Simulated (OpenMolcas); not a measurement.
# A workflow on CHClFNSi (SMILES FC1=N[SiH]1Cl)

Wanted: the energy (HF/ANO-R0), then the energy (CASSCF(2,2)/ANO-R1), then the energy along one coordinate (CASPT2(2,2)/ANO-R1), then the energy along one coordinate (SC-NEVPT2(2,2)/ANO-R1), then the energy along one coordinate (MC-PDFT[tPBE](2,2)/ANO-R1) of CHClFNSi. 

Program for the calculation: OpenMolcas 26.06.

**1. The structure to begin with**

CHClFNSi has 6 atoms, charge 0, and is taken as a singlet. As SMILES, `FC1=N[SiH]1Cl`. Geometry: relaxed at PBE0-D4/def2-TZVP.

Bond lengths: F1–C2 1.310 Å, C2–N3 1.270 Å, C2–Si4 1.756 Å, N3–Si4 1.774 Å, Si4–Cl5 2.023 Å, Si4–H6 1.469 Å. Angles: F1–C2–N3 128.1°, F1–C2–Si4 162.2°, N3–C2–Si4 69.7°, C2–N3–Si4 68.1°, C2–Si4–N3 42.2°, C2–Si4–Cl5 123.2°, N3–Si4–Cl5 119.8°, C2–Si4–H6 125.2°, N3–Si4–H6 120.9°, Cl5–Si4–H6 109.4°.

**2. A single-point energy at HF/ANO-R0 (sfX2C) (run 1)**

Contents of coord.xyz:

```xyz
6

F      0.158300    -2.281300    -0.638700
C      0.216600    -1.043700    -0.212100
N      1.240300    -0.391700     0.161000
Si    -0.233900     0.593200     0.234800
Cl    -0.525700     2.070200    -1.116500
H     -0.813600     0.989400     1.525400
```

Contents of step1.input:

```
&GATEWAY
 Coord
 coord.xyz
 Basis
 ANO-R0
 Group
 NoSym

&SEWARD

&SCF
 PrOrbitals
 0

&LOCALISATION
 Occupied
 Freeze
 Pipek-Mezey

&LOCALISATION
 FileOrb
 $Project.LocOrb
 Virtual
 Pipek-Mezey
```

Command:

```console
$ export MOLCAS_MEM=1860
$ pymolcas step1.input > step1.log
```

Output:

```text
--- Start Module: gateway ---
[...]
--- Stop Module: gateway /rc=_RC_ALL_IS_WELL_ ---
[...]
      Basis functions           34
[...]
       Convergence after  13 Iterations
[...]
::    Total SCF energy                               -942.4194581013
[...]
      Total spin, S                                     0.0000000000
[...]
      Total electronic charge=   54.000000
      Total            charge=   -0.000000
[...]
      Dipole Moment (debye):
      Origin of the operator (angstrom)=   -0.0254    0.2628   -0.3980
                   X= -6.1614E-01               Y= -3.7357E-01               Z=  6.0365E-02           Total=  7.2307E-01
      Quadrupole Moment (debye*angstrom):
[...]
--- Start Module: localisation ---
[...]
--- Stop Module: localisation /rc=_RC_ALL_IS_WELL_ ---
--- Start Module: localisation ---
[...]
--- Stop Module: localisation /rc=_RC_ALL_IS_WELL_ ---
[...]
```

It took 2.2 s on 1 thread of Intel Xeon 6975P-C (Granite Rapids), shared host; peak memory 0.38 GiB.

**3. The energy at CASSCF(2,2)/ANO-R1 (sfX2C, RICD fitting) (run 2)**

coord.xyz is that of step 2.

Contents of step2.input:

```
&GATEWAY
Coord=coord.xyz
Basis=ANO-R0
Group=NoSym
&SEWARD
&RASSCF
FileOrb=$CurrDir/step1.LocOrb
Alter=2
1 17 27
1 28 33
Spin=1
Nactel=2 0 0
Inactive=26
Ras2=2
OrbListing=Nothing
>>> COPY $Project.RunFile RUNFIL1
>>> COPY $Project.RasOrb INPORB
&GATEWAY
Coord=coord.xyz
Basis=ANO-R1
Group=NoSym
RICD
&SEWARD
>>> COPY $Project.RunFile RUNFIL2
&EXPBAS
&RASSCF
FileOrb=$Project.ExpOrb
Spin=1
Nactel=2 0 0
Inactive=26
Ras2=2
OrbListing=Nothing
OrbAppear=Compact
```

Command:

```console
$ export MOLCAS_MEM=1860
$ pymolcas step2.input > step2.log
```

Output:

```text
--- Start Module: gateway ---
[...]
      Basis functions           34
[...]
      Number of active orbitals                  2
[...]
      Spin quantum number                      0.0
[...]
      Active orbitals                            2
[...]
      Number of CSFs                             3
[...]
      Number of root(s) required                 1
[...]
      Convergence after 11 iterations
[...]
      printout of CI-coefficients larger than  0.05 for root  1
      energy=    -942.439975
      conf/sym  11     Coeff  Weight
             1  20   0.99425 0.98853
             3  02  -0.10709 0.01147
      Natural orbitals and occupation numbers for root  1
      sym 1:   1.977063   0.022937
      ************************************************************************************************************************
      *                                                    Final results                                                     *
[...]
::    RASSCF root number  1 Total energy:   -942.43997505
[...]
      Basis functions           83
[...]
      Convergence after 18 iterations
[...]
      Natural orbitals and occupation numbers for root  1
      sym 1:   1.981494   0.018506
      ************************************************************************************************************************
      *                                                    Final results                                                     *
[...]
::    RASSCF root number  1 Total energy:   -943.01942427
[...]
      Total electronic charge=   54.000000
      Total            charge=   -0.000000
[...]
      Dipole Moment (debye):
      Origin of the operator (angstrom)=   -0.0254    0.2628   -0.3980
                   X= -2.2757E+00               Y=  1.3253E+00               Z=  9.5844E-01           Total=  2.8025E+00
      Quadrupole Moment (debye*angstrom):
[...]
```

It took 7.5 s on 1 thread of Intel Xeon 6975P-C (Granite Rapids), shared host; peak memory 0.38 GiB.

**4. An energy scan at CASPT2(2,2)/ANO-R1 (sfX2C, RICD fitting, ipea shift 0.25 Eh, pt2 variant SS) (run 3)**

Contents of step3.input:

```
>>> EXPORT MOLCAS_PRINT=2
>>> COPY $CurrDir/step2.RasOrb $Project.RasOrb
>>> ForEach K in (1, 2, 3, 4, 5, 6, 7, 8, 9)

&GATEWAY
 COORD = $CurrDir/point$K.xyz
 BASIS = ANO-R1
 GROUP = NoSym
 RICD

&SEWARD

&RASSCF
 FILEORB = $Project.RasOrb
 SPIN = 1
 NACTEL = 2 0 0
 INACTIVE = 26
 RAS2 = 2
 ORBLISTING = Nothing
 ORBAPPEAR = Compact

&CASPT2
 IMAGINARY = 0.2
 FROZEN = 13
>>> EndDo
```

Command:

```console
$ export MOLCAS_MEM=1860
$ pymolcas step3.input > step3.log
```

Output:

```text
[...]
      Basis functions           83
[...]
      Number of active orbitals                  2
[...]
      Spin quantum number                      0.0
[...]
      Active orbitals                            2
[...]
      Number of CSFs                             3
[...]
      Number of root(s) required                 1
[...]
      Convergence after 12 iterations
[...]
      printout of CI-coefficients larger than  0.05 for root  1
      energy=    -943.000161
      conf/sym  11     Coeff  Weight
             1  20   0.99733 0.99466
             3  02  -0.07308 0.00534
      Natural orbitals and occupation numbers for root  1
      sym 1:   1.989318   0.010682
      ************************************************************************************************************************
      *                                                    Final results                                                     *
[...]
::    RASSCF root number  1 Total energy:   -943.00016075
[...]
::    CASPT2 Root  1     Total energy:   -943.68136756
[...]
      Convergence after 12 iterations
[...]
      Natural orbitals and occupation numbers for root  1
      sym 1:   1.981520   0.018480
      ************************************************************************************************************************
      *                                                    Final results                                                     *
[...]
      Convergence after 17 iterations
[...]
      Convergence after 19 iterations
[...]
      Convergence after 12 iterations
[...]
::    RASSCF root number  1 Total energy:   -942.87463449
[...]
::    CASPT2 Root  1     Total energy:   -943.52276399
[...]
      Convergence after 12 iterations
[...]
::    RASSCF root number  1 Total energy:   -942.87311025
[...]
      Reference weight:           0.80877
[...]
::    CASPT2 Root  1     Total energy:   -943.51956711
[...]
```

Run time: 47 s. Hardware: 1 thread of Intel Xeon 6975P-C (Granite Rapids), shared host; peak memory 0.085 GiB.

The scan, from its lowest point:

| C2–F1 (Å) | energy (kJ/mol) |
| --- | --- |
| 1.179 | 46.3 |
| 1.310 | 0.0 |
| 1.441 | 33.8 |
| 1.638 | 132.4 |
| 1.900 | 261.7 |
| 2.228 | 372.0 |
| 2.621 | 436.1 |
| 3.145 | 462.7 |
| 3.931 | 471.1 |

**5. An energy scan at SC-NEVPT2(2,2)/ANO-R1 (sfX2C, RICD fitting, pt2 variant SC-NEVPT2) (run 4)**

Contents of step4.inp:

```
>>> COPY $CurrDir/step2.RasOrb $Project.RasOrb
>>> ForEach K in (1, 2, 3, 4, 5, 6, 7, 8, 9)
&GATEWAY
Coord=$CurrDir/point$K.xyz
Basis=ANO-R1
Group=NoSym
RICD
&SEWARD
&RASSCF
FileOrb=$Project.RasOrb
Spin=1
Nactel=2 0 0
Inactive=26
Ras2=2
OrbListing=Nothing
OrbAppear=Compact
&CASPT2
SC-NEVPT2
Frozen=13
>>> EndDo
```

Command:

```console
$ export MOLCAS_MEM=1860
$ pymolcas step4.inp > step4.log
```

Output:

```text
--- Start Module: gateway ---
[...]
      Basis functions           83
[...]
      Number of active orbitals                  2
[...]
      Spin quantum number                      0.0
[...]
      Active orbitals                            2
[...]
      Number of CSFs                             3
[...]
      Number of root(s) required                 1
[...]
      Convergence after 12 iterations
[...]
      printout of CI-coefficients larger than  0.05 for root  1
      energy=    -943.000161
      conf/sym  11     Coeff  Weight
             1  20   0.99733 0.99466
             3  02  -0.07308 0.00534
      Natural orbitals and occupation numbers for root  1
      sym 1:   1.989318   0.010682
      ************************************************************************************************************************
      *                                                    Final results                                                     *
[...]
::    RASSCF root number  1 Total energy:   -943.00016075
[...]
::    SC-NEVPT2 Root  1     Total energy:   -943.67579060
[...]
      Convergence after 12 iterations
[...]
      Natural orbitals and occupation numbers for root  1
      sym 1:   1.981520   0.018480
      ************************************************************************************************************************
      *                                                    Final results                                                     *
[...]
      Convergence after 17 iterations
[...]
      Convergence after 19 iterations
[...]
      Convergence after 12 iterations
[...]
::    RASSCF root number  1 Total energy:   -942.87463449
[...]
::    SC-NEVPT2 Root  1     Total energy:   -943.51812101
[...]
      Convergence after 12 iterations
[...]
::    RASSCF root number  1 Total energy:   -942.87311025
[...]
::    SC-NEVPT2 Root  1     Total energy:   -943.51540496
[...]
```

Wall time 45 s (1 thread of Intel Xeon 6975P-C (Granite Rapids), shared host); peak memory 0.085 GiB.

The scan, from its lowest point:

| C2–F1 (Å) | energy (kJ/mol) |
| --- | --- |
| 1.179 | 51.5 |
| 1.310 | 0.0 |
| 1.441 | 30.0 |
| 1.638 | 127.9 |
| 1.900 | 262.3 |
| 2.228 | 378.9 |
| 2.621 | 441.9 |
| 3.145 | 465.5 |
| 3.931 | 472.6 |

**6. An energy scan at MC-PDFT[tPBE](2,2)/ANO-R1 (sfX2C, RICD fitting) (run 5)**

Contents of step5.input:

```
>>> COPY $CurrDir/step2.RasOrb $Project.RasOrb
>>> ForEach K in (1, 2, 3, 4, 5, 6, 7, 8, 9)
&GATEWAY
Coord
$CurrDir/point$K.xyz
Basis
ANO-R1
Group
NoSym
RICD
&SEWARD
&RASSCF
FileOrb
$Project.RasOrb
Spin
1
Nactel
2 0 0
Inactive
26
Ras2
2
OrbListing
Nothing
OrbAppear
Compact
&MCPDFT
KSDFT
T:PBE
>>> EndDo
```

Command:

```console
$ export MOLCAS_MEM=1860
$ pymolcas step5.input > step5.log
```

Output:

```text
--- Start Module: gateway ---
[...]
      Basis functions           83
[...]
      Number of active orbitals                  2
[...]
      Spin quantum number                      0.0
[...]
      Active orbitals                            2
[...]
      Number of CSFs                             3
[...]
      Number of root(s) required                 1
[...]
      Convergence after 12 iterations
[...]
      printout of CI-coefficients larger than  0.05 for root  1
      energy=    -943.000161
      conf/sym  11     Coeff  Weight
             1  20   0.99733 0.99466
             3  02  -0.07308 0.00534
      Natural orbitals and occupation numbers for root  1
      sym 1:   1.989318   0.010682
      ************************************************************************************************************************
      *                                                    Final results                                                     *
[...]
::    RASSCF root number  1 Total energy:   -943.00016075
[...]
::    MCPDFT root number  1 Total energy:   -944.64350479
[...]
      Convergence after 12 iterations
[...]
      Natural orbitals and occupation numbers for root  1
      sym 1:   1.981520   0.018480
      ************************************************************************************************************************
      *                                                    Final results                                                     *
[...]
      Convergence after 17 iterations
[...]
      Convergence after 19 iterations
[...]
      Convergence after 12 iterations
[...]
::    RASSCF root number  1 Total energy:   -942.87463449
[...]
::    MCPDFT root number  1 Total energy:   -944.47682213
[...]
      Convergence after 12 iterations
[...]
::    RASSCF root number  1 Total energy:   -942.87311025
[...]
::    MCPDFT root number  1 Total energy:   -944.47312101
[...]
```

Run time: 47 s. Hardware: 1 thread of Intel Xeon 6975P-C (Granite Rapids), shared host; peak memory 0.085 GiB.

The scan, from its lowest point:

| C2–F1 (Å) | energy (kJ/mol) |
| --- | --- |
| 1.179 | 48.4 |
| 1.310 | 0.0 |
| 1.441 | 28.2 |
| 1.638 | 116.6 |
| 1.900 | 239.8 |
| 2.228 | 364.0 |
| 2.621 | 449.6 |
| 3.145 | 486.0 |
| 3.931 | 495.8 |

**7. Summary of results**

| quantity | value |
| --- | --- |
| run 1, HF/ANO-R0: total energy | -942.41946 Eh |
| run 1, HF/ANO-R0: dipole moment | 0.72 D |
| run 1, HF/ANO-R0: HOMO energy | -10.34 eV |
| run 1, HF/ANO-R0: LUMO energy | 3.02 eV |
| run 1, HF/ANO-R0: HOMO–LUMO gap | 13.36 eV |
| run 2, CASSCF(2,2)/ANO-R1: total energy | -943.01942 Eh |
| run 2, CASSCF(2,2)/ANO-R1: dipole moment (CASSCF density) | 2.80 D |
| run 3, CASPT2(2,2)/ANO-R1: lowest energy of the scan | -943.69900 Eh |
| run 4, SC-NEVPT2(2,2)/ANO-R1: lowest energy of the scan | -943.69542 Eh |
| run 5, MC-PDFT[tPBE](2,2)/ANO-R1: lowest energy of the scan | -944.66194 Eh |
